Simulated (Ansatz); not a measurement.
# C2H8AlF: the cost of one run

All numbers below are computed with Ansatz 0.2.0 (RKS PBE-D4/def2-SVP).

## (1) The structure to begin with

Bond lengths: Al1–C3 1.970 Å, C3–H4 1.110 Å, C3–H5 1.110 Å, C3–H6 1.110 Å, Al1–C7 1.970 Å, C7–H8 1.110 Å, C7–H9 1.110 Å, C7–H10 1.110 Å, Al1–F11 1.990 Å. Angles (14 of 15 angles, heavy atoms first): C3–Al1–C7 120.0°, C3–Al1–F11 96.8°, C7–Al1–F11 101.3°, Al1–C3–H4 109.5°, Al1–C3–H5 109.5°, Al1–C3–H6 109.5°, Al1–C7–H8 109.5°, Al1–C7–H9 109.5°, Al1–C7–H10 109.5°, H4–C3–H5 109.4°, H4–C3–H6 109.4°, H5–C3–H6 109.4°, H8–C7–H9 109.4°, H8–C7–H10 109.4°.

As a file:

```xyz
12

Al    0.0000    0.0000    0.0000
H     0.0000    0.0000    1.9100
C     1.7060    0.0000   -0.9850
H     2.0356   -1.0462   -1.1552
H     1.5695    0.5080   -1.9624
H     2.4756    0.5381   -0.3932
C    -1.7060    0.0000   -0.9850
H    -2.2662   -0.9305   -0.7558
H    -2.3102    0.8797   -0.6796
H    -1.5043    0.0508   -2.0753
F     0.0892    1.8864    0.6275
H     0.0478    1.0118    1.7645
```

## (2) Pulling towards end A

Springs on the bonds that form and break draw the guess towards this end; the thresholds are loose.

input.yaml

```yaml
crystal:
  periodic: [false, false, false]
  atoms:
    - { symbol: Al, position_ang: [0.0, 0.0, 0.0] }
    - { symbol: H, position_ang: [0.0, 0.0, 1.91] }
    - { symbol: C, position_ang: [1.706, 0.0, -0.985] }
    - { symbol: H, position_ang: [2.0356, -1.0462, -1.1552] }
    - { symbol: H, position_ang: [1.5695, 0.508, -1.9624] }
    - { symbol: H, position_ang: [2.4756, 0.5381, -0.3932] }
    - { symbol: C, position_ang: [-1.706, 0.0, -0.985] }
    - { symbol: H, position_ang: [-2.2662, -0.9305, -0.7558] }
    - { symbol: H, position_ang: [-2.3102, 0.8797, -0.6796] }
    - { symbol: H, position_ang: [-1.5043, 0.0508, -2.0753] }
    - { symbol: F, position_ang: [0.0892, 1.8864, 0.6275] }
    - { symbol: H, position_ang: [0.0478, 1.0118, 1.7645] }
basis:
  gaussian: { orbitals: def2-SVP }
hamiltonian:
  xc: pbe
  dispersion: d4
relax:
  f_tol: 0.15
  max_steps: 25
  restrain:
    - { distance: [0, 10], at: 2.89, k: 30.0 }
    - { distance: [11, 1], at: 1.86, k: 30.0 }
    - { distance: [0, 1], at: 1.56, k: 30.0 }
    - { distance: [11, 10], at: 0.92, k: 30.0 }
output:
  orbitals: {}
```

Started as:

```bash
$ ansatz run input.yaml --threads 2 --pin off --max-ram 3072MiB --backend cpu --events-out ev --progress --plain --runs-dir out
```

Q: Estimate wall time and peak memory on 2 threads of Intel Xeon Platinum 8259CL at 2.50GHz (Skylake/Cascade Lake), shared host.

About 18 s, with a peak of 0.14 GiB.
